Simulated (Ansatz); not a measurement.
**CH7ClO2Si2: one species, many methods**

The task here is to estimate one member of a computed series from the others.

Computed with Ansatz 0.2.0, Gaussian basis. Level: functionals in def2-TZVPP, the program's frozen cores in correlated methods.

The runs, in order: PBE-D4, r2SCAN-D4, PBE0-D4, B3LYP-D4, ωB97X-V, ωB97M-V, B2PLYP; CCSD(T)/def2-TZVPP; MP2/def2-QZVPP; extrapolation to the limit.

### The geometry

The geometry comes from an earlier relaxation with PBE0-D4 in a triple-zeta def2 set; it is a stationary point, not always the lowest conformer.

SMILES `O[SiH2]C[SiH](O)Cl`, 13 atoms, charge 0, spin multiplicity 1.

Atoms are counted from 1 here; the program's logs count them from 0.

Bond lengths: O1–Si2 1.666 Å, O1–H7 0.958 Å, Si2–C3 1.859 Å, Si2–H8 1.489 Å, Si2–H9 1.486 Å, C3–Si4 1.862 Å, C3–H10 1.095 Å, C3–H11 1.096 Å, Si4–O5 1.629 Å, Si4–Cl6 2.067 Å, Si4–H12 1.476 Å, O5–H13 0.967 Å. Angles: Si2–O1–H7 118.0°, O1–Si2–C3 105.2°, O1–Si2–H8 109.6°, O1–Si2–H9 110.2°, C3–Si2–H8 111.8°, C3–Si2–H9 111.6°, H8–Si2–H9 108.3°, Si2–C3–Si4 113.7°, Si2–C3–H10 108.8°, Si2–C3–H11 109.2°, Si4–C3–H10 109.5°, Si4–C3–H11 107.8°, H10–C3–H11 107.7°, C3–Si4–O5 110.8°, C3–Si4–Cl6 106.8°, C3–Si4–H12 113.8°, O5–Si4–Cl6 111.4°, O5–Si4–H12 107.3° and more.

As a file:

```xyz
13

O     0.19946    1.65480   -0.83814
Si    0.56490    1.17678    0.71551
C    -0.39803   -0.39027    0.98388
Si   -0.40937   -1.52349   -0.49297
O    -1.00323   -0.76071   -1.80361
Cl    1.54252   -2.13230   -0.79483
H     0.64274    2.42977   -1.18594
H     0.16339    2.24288    1.67373
H     2.02696    0.95195    0.85267
H     0.02085   -0.91791    1.84720
H    -1.43788   -0.13808    1.22067
H    -1.20944   -2.74871   -0.29830
H    -0.70291    0.15529   -1.87985
```

The first run:

in.yaml

```yaml
crystal:
  periodic: [false, false, false]
  atoms:
    - {symbol: O, position_ang: [0.199462, 1.654804, -0.838136]}
    - {symbol: Si, position_ang: [0.564895, 1.176780, 0.715507]}
    - {symbol: C, position_ang: [-0.398027, -0.390273, 0.983881]}
    - {symbol: Si, position_ang: [-0.409367, -1.523489, -0.492975]}
    - {symbol: O, position_ang: [-1.003225, -0.760710, -1.803607]}
    - {symbol: Cl, position_ang: [1.542520, -2.132299, -0.794832]}
    - {symbol: H, position_ang: [0.642739, 2.429774, -1.185940]}
    - {symbol: H, position_ang: [0.163393, 2.242882, 1.673726]}
    - {symbol: H, position_ang: [2.026962, 0.951947, 0.852668]}
    - {symbol: H, position_ang: [0.020852, -0.917910, 1.847204]}
    - {symbol: H, position_ang: [-1.437876, -0.138084, 1.220668]}
    - {symbol: H, position_ang: [-1.209442, -2.748714, -0.298304]}
    - {symbol: H, position_ang: [-0.702905, 0.155295, -1.879850]}
basis:
  gaussian: {orbitals: def2-TZVPP}
hamiltonian: {xc: pbe, dispersion: d4}
output: {forces: true, orbitals: {seedname: orbitals}}
```

Command:

```console
> ansatz run in.yaml --threads 2 --pin off --events-out ev --progress --plain --max-ram 22528MiB --backend cuda --devices 0, --max-vram 18GiB
```

Steps of the session up to this table: PBE-D4 (GGA); r2SCAN-D4 (meta-GGA); PBE0-D4 (hybrid); B3LYP-D4 (hybrid); ωB97X-V (range-separated); ωB97M-V (range-separated); B2PLYP (double hybrid); CCSD(T) in def2-TZVPP; MP2 in def2-QZVPP.

One of the session's tables, all rows but one given; the rest of the session is left out.

| method | atomisation energy (eV) |
| --- | --- |
| PBE-D4 | 49.795 |
| r2SCAN-D4 | 49.637 |
| PBE0-D4 | 49.137 |
| B3LYP-D4 | 49.259 |
| ωB97X-V | 49.744 |
| ωB97M-V | 49.753 |
| B2PLYP | 48.827 |
| HF/def2-TZVPP | 36.450 |
| MP2/def2-TZVPP | 49.253 |
| CCSD/def2-TZVPP | 47.623 |
| CCSD(T)/def2-TZVPP | 48.306 |
| MP2/CBS | ? |
| CCSD(T)/CBS | 49.761 |

**Question.** Estimate the row for MP2/CBS.

As computed: atomisation energy (eV): 50.708. In the column «atomisation energy (eV)» it is the highest.
